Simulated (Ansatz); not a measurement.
# C2H7Si2: the cost of one run

Computed with the Python package of Ansatz 0.2.0. Level of theory: CAM-B3LYP/def2-SVP.

## (1) Starting point

Bond lengths: Si1–C2 1.796 Å, C2–C3 1.322 Å, C3–Si4 1.836 Å, Si1–H5 1.456 Å, Si1–H6 1.543 Å, C2–H7 1.066 Å, C3–H8 1.140 Å, Si4–H9 1.568 Å, Si4–H10 1.474 Å, Si4–H11 1.433 Å. Angles (14 of 15 angles, heavy atoms first): Si1–C2–C3 124.3°, C2–C3–Si4 128.8°, Si1–C2–H7 115.0°, C3–C2–H7 120.7°, C2–Si1–H5 113.9°, C2–Si1–H6 109.5°, C2–C3–H8 121.4°, Si4–C3–H8 109.4°, C3–Si4–H9 107.2°, C3–Si4–H10 109.9°, C3–Si4–H11 114.5°, H5–Si1–H6 108.2°, H9–Si4–H10 106.5°, H9–Si4–H11 106.6°.

No structure file is read: the coordinates are typed or built in the script.

## (2) Script

run_tae.py reads:

```python
# -*- coding: utf-8 -*-
from collections import Counter

import ansatz as az


def single_point(molecule, charge=0, unpaired=0):
    calc = (
        molecule.calculation()
        .basis(gaussian="def2-SVP")
        .functional("cam_b3lyp")
    )
    if charge:
        calc = calc.charge(charge)
    if unpaired:
        calc = calc.spin("collinear", total=unpaired)
    return calc.run().report["free_energy_ev"]


def main():
    geometry_ang = [
        ("Si", [-0.4489, 2.2173, -1.0563]),
        ("C", [-0.5621, 0.6675, -0.1548]),
        ("C", [0.3032, -0.3258, -0.2689]),
        ("Si", [0.3662, -1.9103, 0.6574]),
        ("H", [0.9166, 2.6724, -1.2758]),
        ("H", [-1.2049, 3.3185, -0.2835]),
        ("H", [-1.3856, 0.5962, 0.5176]),
        ("H", [1.2328, -0.232, -0.9223]),
        ("H", [-0.9341, -1.9895, 1.5308]),
        ("H", [0.3085, -3.0446, -0.2829]),
        ("H", [1.4736, -2.0266, 1.5593]),
    ]
    system = az.Crystal.molecule()
    for symbol, xyz in geometry_ang:
        system = system.atom(symbol, xyz)

    unpaired = {"Si": 2, "C": 2, "H": 1}
    counts = Counter(site.symbol for site in system.cartesian_sites)
    atom_energy = {s: single_point(az.Crystal.molecule().atom(s, (0, 0, 0)), 0, unpaired[s]) for s in counts}
    whole = single_point(system, 0, 1)
    for s, e in atom_energy.items():
        print(f"{s:2s} x{counts[s]}  {e:14.5f} eV")
    print(f"C2H7Si2: {whole:.5f} eV")
    split = sum(counts[s] * e for s, e in atom_energy.items()) - whole
    print(f"atomisation energy (no zero-point term): {96.485332 * split:.1f} kJ/mol, {split / sum(counts.values()):.3f} eV an atom")


if __name__ == "__main__":
    main()
```

## (3) The calls as engine input

The engine receives this input (first run):

```yaml
crystal:
  periodic: [false, false, false]
  atoms:
    - { symbol: Si, position_ang: [0.0, 0.0, 0.0] }
basis:
  gaussian:
    orbitals: def2-SVP
hamiltonian:
  xc: cam_b3lyp
magnetization:
  spin_polarized: true
  initial_magnetization: 2.0
```

## (4) The run

Launch:

```console
python run_tae.py
```

**Question.** How long does this script take on 1 thread of Intel Xeon Platinum 8259CL at 2.50GHz (Skylake/Cascade Lake), shared host, and how much memory does it need?

About 15 s, with a peak of 0.38 GiB.
